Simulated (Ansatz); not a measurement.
# AlH4NOSn, SMILES [OH][SnH]1[NH][AlH]1: a rigid scan of one bond length

Program: Ansatz's Python interface.

The cells in order, each with its output:

**Cell 1**
```python
from dataclasses import dataclass

import ansatz as az
from ase import Atoms
import numpy as np


@dataclass(frozen=True)
class RunConfig:
    basis_set: str = "def2-SVP"
    xc: str = "B3LYP"
    dispersion: str = "d4"
```

**Cell 2**
```python
cfg = RunConfig()
```

**Cell 3**
```python
atoms = Atoms(["O", "Sn", "N", "Al", "H", "H", "H", "H"], positions=[
    [-0.6453, 1.7048, -1.3849],
    [0.2437, 0.9858, 0.1707],
    [0.8182, -0.9382, -0.2946],
    [-0.5005, -1.4033, 0.8778],
    [-1.44, 1.1161, -1.582],
    [1.6632, 1.8926, 0.691],
    [1.7615, -1.1157, 0.2504],
    [-1.8088, -2.2991, 1.2158],
])
system = az.Crystal.molecule_from_ase(atoms)
```

**Cell 4**
```python
symbols = [site.symbol for site in system.cartesian_sites]
start = np.array([site.position_ang for site in system.cartesian_sites])
axis = (start[7] - start[3]) / np.linalg.norm(start[7] - start[3])
moving = [7]
lengths, energies = [1.427, 1.492, 1.556, 1.621, 1.686, 1.751, 1.816, 1.913], []
for length in lengths:
    xyz = start.copy()
    xyz[moving] += (length - np.linalg.norm(start[7] - start[3])) * axis
    point = az.Crystal.molecule()
    for symbol, place in zip(symbols, xyz):
        point = point.atom(symbol, place.tolist())
    calculation = (
        point.calculation()
        .basis(gaussian=cfg.basis_set)
        .functional(cfg.xc, dispersion=cfg.dispersion)
    )
    rep = calculation.run(threads=1, backend="cpu").report
    energies.append(rep["free_energy_ev"])
    print(f"r = {length:6.3f} A  E = {energies[-1]:.5f} eV  <S^2> = {abs(rep['mean_field']['state']['spin_squared']):.3f}")
```
Output:
```text
r =  1.427 A  E = -16026.67234 eV  <S^2> = 0.000
r =  1.492 A  E = -16026.80957 eV  <S^2> = 0.000
r =  1.556 A  E = -16026.86635 eV  <S^2> = 0.000
r =  1.621 A  E = -16026.86245 eV  <S^2> = 0.000
r =  1.686 A  E = -16026.81118 eV  <S^2> = 0.000
r =  1.751 A  E = -16026.72468 eV  <S^2> = 0.000
r =  1.816 A  E = -16026.61369 eV  <S^2> = 0.000
r =  1.913 A  E = -16026.42581 eV  <S^2> = 0.000
```

**Cell 5**
```python
# quartic fit about the minimum
fit = np.polynomial.Polynomial.fit(lengths, np.array(energies) - min(energies), 4).convert()
roots = [r.real for r in fit.deriv().roots() if abs(r.imag) < 1e-9 and fit.deriv(2)(r.real) > 0]
r_e = min(roots, key=lambda r: abs(r - lengths[int(np.argmin(energies))]))
print(f"minimum of the fit at {r_e:.4f} A, force constant {fit.deriv(2)(r_e):.2f} eV/A^2")
```
Output:
```text
minimum of the fit at 1.5833 A, force constant 13.29 eV/A^2
```

Total energies depend on the basis set; only differences at equal settings carry meaning. The rest of the molecule is held rigid at a force-field or estimated start geometry, and the basis set is modest; single-reference methods fail as a bond breaks. def2 sets replace the cores of elements past krypton by effective core potentials. b3lyp holds the VWN-RPA fit, as in Gaussian; the form of ORCA and Turbomole is b3lyp5. The orbitals are restricted, so S² is zero by construction. Processor time in the engine: 22 s on 1 thread of Intel(R) Xeon(R) Processor @ 2.30GHz, with other jobs on the host, peak memory 0.3 GiB.
